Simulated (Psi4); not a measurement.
# singlet [SiClOF2]+ at CCSD/def2-SVP

Wanted: a single-point energy of singlet [SiClOF2]+. 

The results are computed with Psi4 1.11.

2 further runs of the same task are left out: 2 set aside as unsound or not needed.

## 1. The structure to begin with

The species is [SiClOF2]+ (5 atoms), meant as a singlet with charge +1. As SMILES of the parent species, `[O][Si](F)(F)Cl`. Geometry: relaxed at PBE0-D4/def2-TZVP. That shape belongs to the parent species and isn't relaxed for this state.

Bond lengths: O1–Si2 1.641 Å, Si2–F3 1.569 Å, Si2–F4 1.569 Å, Si2–Cl5 2.005 Å. Angles: O1–Si2–F3 112.3°, O1–Si2–F4 112.3°, O1–Si2–Cl5 102.8°, F3–Si2–F4 106.3°, F3–Si2–Cl5 111.7°, F4–Si2–Cl5 111.7°.

## 2. The energy at CCSD/def2-SVP

Contents of job.in:

```
memory 2200 mb

molecule {
  1 1
  O
  Si 1 r2
  F 2 r3 1 a3
  F 2 r4 3 a4 1 d4
  Cl 2 r5 4 a5 3 d5

  r2 = 1.641182
  r3 = 1.569163
  a3 = 112.25019
  r4 = 1.568974
  a4 = 106.34931
  d4 = 123.1188
  r5 = 2.00531
  a5 = 111.69319
  d5 = -122.08272
  symmetry c1
}

set basis def2-SVP
set puream true
set e_convergence 1e-09
set d_convergence 1e-08
set scf_type pk
set num_frozen_docc 13

E, wfn = energy('ccsd', return_wfn=True)
print_variables()
```

Command:

```
$ psi4 job.in job.out -n 1
```

job.out:

```text
[...]
  Running in c1 symmetry.
[...]
  Nuclear repulsion =  309.297084517548797
[...]
  Multiplicity = 1
[...]
  Nalpha       = 28
  Nbeta        = 28
[...]
    Number of basis functions: 78
[...]
   @RHF iter   1: -1020.93195276146025   -8.91235e-02   9.28821e-03 DIIS/ADIIS
[...]
   @RHF iter  17: -1021.32147967175138   -4.54747e-12   7.97333e-09 DIIS
[...]
    Orbital Energies [Eh]
    ---------------------
    Doubly Occupied:
       1A   -105.125490     2A    -69.197109     3A    -26.543852
       4A    -26.543793     5A    -21.121201     6A    -10.886647
       7A     -8.360486     8A     -8.357914     9A     -8.356831
      10A     -6.553251    11A     -4.667400    12A     -4.665560
      13A     -4.664910    14A     -1.840565    15A     -1.815233
      16A     -1.718417    17A     -1.404094    18A     -1.095081
      19A     -1.020927    20A     -1.009337    21A     -0.954135
      22A     -0.948376    23A     -0.924713    24A     -0.904223
      25A     -0.888132    26A     -0.848241    27A     -0.766482
      28A     -0.759465
[...]
  @RHF Final Energy: -1021.32147967175138
   => Energetics <=
    Nuclear Repulsion Energy =            309.2970845175487966
    One-Electron Energy =               -2017.3533992781790403
    Two-Electron Energy =                 686.7348350888789810
    Total Energy =                      -1021.3214796717513764
[...]
 Multipole Moments:
 ------------------------------------------------------------------------------------
     Multipole            Electronic (a.u.)      Nuclear  (a.u.)        Total (a.u.)
 ------------------------------------------------------------------------------------
 L = 1.  Multiply by 2.5417464519 to convert [e a0] to [Debye]
 Dipole X            :         -0.0224442            0.4763844            0.4539401
 Dipole Y            :         -0.0127032            0.2766153            0.2639122
 Dipole Z            :         -0.0673257           -1.2539002           -1.3212259
 Magnitude           :                                                    1.4217416
[...]
      * MP2 total energy                      = -1022.067589971594998
[...]
      * CCSD total energy                     = -1022.125706449970153
[...]
```

It took 42 s on 1 thread of Intel Xeon Platinum 8259CL at 2.50GHz (Skylake/Cascade Lake), shared host; peak memory 0.4 GiB.

## 3. Results

Level: CCSD/def2-SVP, 13 core orbitals frozen.

| quantity | value |
| --- | --- |
| total energy | -1022.12571 Eh |
| HOMO energy (Hartree–Fock orbitals) | -20.67 eV |
| LUMO energy (Hartree–Fock orbitals) | -12.37 eV |
| HOMO–LUMO gap (Hartree–Fock orbitals) | 8.30 eV |
| correlation energy (13 core orbitals frozen) | -804.2 mEh |
| T1 diagnostic | 0.091 |

In words: The T1 diagnostic of 0.091 is above the customary mark for such species, so a single reference may not serve.
